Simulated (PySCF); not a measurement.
**How the numerical set-up moves the result for ZnCl**

Which parts of the numerical set-up matter for ZnCl? Each run edits the base script.

Computed with PySCF 2.14.0. Level: each script names its method and basis.

7 further runs of the same task are left out: 7 that didn't finish.

## 1. The system as given

ZnCl: 2 atoms, charge 0, spin multiplicity 2.

Bond lengths: Zn1–Cl2 2.310 Å.

## 2. Base script

input.py

```python
from pyscf import gto, dft

mol = gto.M(
    atom='Zn 0 0 0; Cl 0 0 2.31',
    basis='def2-svp',
    charge=0,
    spin=1,
    symmetry=True,
    verbose=4,
)
mf = dft.UKS(mol, xc='pw91')
mf = mf.density_fit(auxbasis='def2-universal-jkfit')
mf.kernel()
mf.dip_moment()
print('orbital energies (hartree):', [e[max(0, n-3):n+3].round(4) for e, n in zip(mf.mo_energy, mol.nelec)])
```

On the command line:

```sh
> python input.py
```

Its log is not repeated here.

In short: E(SCF) = -2239.330512 Eh, 11 cycles, ⟨S²⟩ = 0.752, μ = 3.38 D.

The bond length is a typed value, not an optimised one.

## 3. 3-21g

Edit 1 changes basis set: def2-svp → 3-21g.

input.py

```python
from pyscf import gto, dft

mol = gto.M(
    atom='Zn 0 0 0; Cl 0 0 2.31',
    basis='3-21g',
    charge=0,
    spin=1,
    symmetry=True,
    verbose=4,
)
mf = dft.UKS(mol, xc='pw91')
mf = mf.density_fit(auxbasis='def2-universal-jkfit')
mf.kernel()
mf.dip_moment()
print('orbital energies (hartree):', [e[max(0, n-3):n+3].round(4) for e, n in zip(mf.mo_energy, mol.nelec)])
```

On the command line:

```sh
> python input.py
```

## 4. Integration grid 2

Edit 2 changes integration grid: default → 2.

input.py, as its differences from that of step 2:

```diff
@@ -12,2 +12,3 @@
 mf = mf.density_fit(auxbasis='def2-universal-jkfit')
+mf.grids.level = 2
 mf.kernel()
```

## 5. Ano-rcc-vdzp (X2C on)

Edit 3 changes basis set: def2-svp → ano-rcc-vdzp; spin-free X2C: off → on.

input.py, as its differences from that of step 2:

```diff
@@ -4,3 +4,3 @@
     atom='Zn 0 0 0; Cl 0 0 2.31',
-    basis='def2-svp',
+    basis='ano-rcc-vdzp',
     charge=0,
@@ -11,2 +11,3 @@
 mf = dft.UKS(mol, xc='pw91')
+mf = mf.sfx2c1e()
 mf = mf.density_fit(auxbasis='def2-universal-jkfit')
```

## 6. Spin-free X2C on

Edit 4 changes spin-free X2C: off → on.

input.py, as its differences from that of step 2:

```diff
@@ -11,2 +11,3 @@
 mf = dft.UKS(mol, xc='pw91')
+mf = mf.sfx2c1e()
 mf = mf.density_fit(auxbasis='def2-universal-jkfit')
```

Q: Predict the outcome of this session. Wanted: for each run, E(SCF); from base; gap, α spin; SCF dipole.

As calculated:

```csv
run,E(SCF) (hartree),from base (eV),cycles,"gap, α spin (eV)",SCF dipole (D),functions
base,-2239.330512,0,11,5.18,3.38,49
3-21g,-2228.618043,+291.5011,9,3.88,3.65,40
integration grid 2,-2239.330509,+0.0001,11,5.18,3.38,49
ano-rcc-vdzp (X2C on),-2257.733346,not comparable,11,4.20,3.31,52
spin-free X2C on,-2253.741286,-392.1371,10,5.28,3.28,49
```

What this shows: The largest comparable shift of the SCF energy, -392.137 eV, comes with the run “spin-free X2C on”. 3-21g (40 functions) gives an energy 291.50 eV higher than def2-svp (49). Scalar relativity lowers the total energy by 392.14 eV, nearly all of it in the inner shells; a basis contracted without relativity catches only part of it.
